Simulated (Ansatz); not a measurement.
# Cl4Pb (Pb(Cl)4): the cost of one run

The runs use Ansatz 0.2.0; DFT PBE, plane waves, PAW, molecule in a box with 9 Å of vacuum.

3 further runs of the same task are left out: 2 for a known fault of the program, 1 that didn't finish.

### Step 1. The system as given

5 atoms, charge 0, spin multiplicity 1.

Bond lengths: Pb1–Cl2 2.413 Å, Pb1–Cl3 2.413 Å, Pb1–Cl4 2.413 Å, Pb1–Cl5 2.413 Å. Angles: Cl2–Pb1–Cl3 109.7°, Cl2–Pb1–Cl4 109.0°, Cl2–Pb1–Cl5 109.7°, Cl3–Pb1–Cl4 109.7°, Cl3–Pb1–Cl5 109.0°, Cl4–Pb1–Cl5 109.7°.

Coordinates:

```
atom    x (Å)    y (Å)    z (Å)
 Pb1   0.0000   0.0000   0.0000
 Cl2   1.9651   0.0000   1.4005
 Cl3   0.0000   1.9651  -1.4005
 Cl4  -1.9651   0.0000   1.4005
 Cl5   0.0000  -1.9651  -1.4005
```

Formal oxidation states: Pb +4. An earlier session relaxed this geometry at PBE0, Pb def2-SVP with ECP60, Cl def2-SVP (singlet, point group Td).

### Step 2. Scalar-relativistic

input.yaml

```yaml
crystal:
  lattice:
    - [12.93, 0.0, 0.0]
    - [0.0, 12.93, 0.0]
    - [0.0, 0.0, 11.8]
  atoms:
    - { symbol: Pb, position: [0.50001005, 0.50001005, 0.50004153] }
    - { symbol: Cl, position: [0.65199227, 0.50001005, 0.61872712] }
    - { symbol: Cl, position: [0.50001005, 0.65199227, 0.38135593] }
    - { symbol: Cl, position: [0.34802784, 0.50001005, 0.61872712] }
    - { symbol: Cl, position: [0.50001005, 0.34802784, 0.38135593] }
basis:
  ecutwfc: 420
  ecutrho_ratio: 4
kpoints:
  mp_grid: { grid: [1, 1, 1] }
hamiltonian:
  xc: pbe
scf:
  occupations: { method: gaussian, width: 0.01 }
output:
  forces: true
  eigenvalues: true
  populations: true
```

Run with:

```bash
$ ansatz run input.yaml --threads 2 --pin off --max-ram 5120MiB --backend cpu --events-out ev --progress --plain --runs-dir out
```

**Question.** How long does this run take on 2 threads of Arm Neoverse V1, shared host, and how much memory does it need?

About 4 s, with a peak of 0.96 GiB.
